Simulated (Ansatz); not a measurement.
# CH6O2Si2: the cost of one run

Method: RKS PBE/def2-SVP, in Ansatz 0.2.0.

## Step 1: The system as given

Bond lengths: O1–Si2 1.585 Å, Si2–C3 1.868 Å, C3–Si4 1.903 Å, Si2–O5 1.678 Å, Si4–O5 1.688 Å, O1–H6 1.020 Å, Si2–H7 1.509 Å, C3–H8 1.025 Å, C3–H9 1.152 Å, Si4–H10 1.409 Å, Si4–H11 1.525 Å. Angles (14 of 20 angles, heavy atoms first): O1–Si2–C3 114.7°, O1–Si2–O5 110.3°, C3–Si2–O5 89.3°, Si2–C3–Si4 79.3°, C3–Si4–O5 87.8°, Si2–O5–Si4 91.3°, O1–Si2–H7 112.6°, C3–Si2–H7 116.1°, O5–Si2–H7 111.5°, Si2–O1–H6 117.2°, Si2–C3–H8 117.2°, Si2–C3–H9 114.7°, Si4–C3–H8 119.0°, Si4–C3–H9 114.3°.

Structure file:

```xyz
11

O    -1.2072    1.9370    0.5347
Si    0.0254    1.0144    0.1581
C    -0.0076   -0.6876    0.9283
Si    0.5379   -1.1131   -0.8442
O    -0.2092    0.3137   -1.3486
H    -1.9250    2.0691   -0.1774
H     1.3419    1.7488    0.2283
H    -0.9121   -1.0310    1.2658
H     0.8005   -0.8690    1.7291
H     1.9229   -1.1599   -1.0986
H    -0.3021   -2.2794   -1.3548
```

## Step 2: End point A

The input, input.yaml:

```yaml
crystal:
  periodic: [false, false, false]
  atoms:
    - { symbol: O, position_ang: [-1.2072, 1.937, 0.5347] }
    - { symbol: Si, position_ang: [0.0254, 1.0144, 0.1581] }
    - { symbol: C, position_ang: [-0.0076, -0.6876, 0.9283] }
    - { symbol: Si, position_ang: [0.5379, -1.1131, -0.8442] }
    - { symbol: O, position_ang: [-0.2092, 0.3137, -1.3486] }
    - { symbol: H, position_ang: [-1.925, 2.0691, -0.1774] }
    - { symbol: H, position_ang: [1.3419, 1.7488, 0.2283] }
    - { symbol: H, position_ang: [-0.9121, -1.031, 1.2658] }
    - { symbol: H, position_ang: [0.8005, -0.869, 1.7291] }
    - { symbol: H, position_ang: [1.9229, -1.1599, -1.0986] }
    - { symbol: H, position_ang: [-0.3021, -2.2794, -1.3548] }
basis:
  gaussian: { orbitals: def2-SVP }
hamiltonian:
  xc: pbe
relax:
  f_tol: 0.02
  max_steps: 50
```

Run with:

```
$ ansatz run input.yaml --threads 2 --pin off --max-ram 3072MiB --backend cpu --events-out ev --progress --plain --runs-dir out
```

What time and memory should one allow on 2 threads of Arm Neoverse N1, shared host?

About 39 s, with a peak of 0.16 GiB.
